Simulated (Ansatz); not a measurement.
# Rb2: the cost of one run

Method: the levels named in each step, in Ansatz 0.2.0.

### Step 1. The system as given

Bond lengths: Rb1–Rb2 3.785 Å.

Coordinates:

```xyz
2

Rb    0.0000    0.0000    0.0000
Rb    0.0000    0.0000    3.7850
```

### Step 2. A rough first relaxation, PBE-D4/def2-SVP

This run stands in another session on the same molecule. It ended at:

```xyz
2

Rb    0.0000    0.0000   -0.2597
Rb    0.0000    0.0000    4.0447
```

### Step 3. Relaxation, HF/def2-SVP

The input, input.yaml:

```yaml
crystal:
  periodic: [false, false, false]
  atoms:
    - { symbol: Rb, position_ang: [0.0, 0.0, -0.25970198] }
    - { symbol: Rb, position_ang: [0.0, 0.0, 4.04469198] }
basis:
  gaussian: { orbitals: def2-SVP }
hamiltonian:
  xc: hf
relax:
  f_tol: 0.002
  max_steps: 150
```

Started as:

```sh
$ ansatz run input.yaml --threads 1 --pin off --max-ram 2560MiB --backend cpu --events-out ev --progress --plain --runs-dir out
```

**Question.** How long does this run take on 1 thread of Intel Xeon at 2.50GHz (Skylake/Cascade Lake), shared host, and how much memory does it need?

About 4.7 s, with a peak of 0.091 GiB.
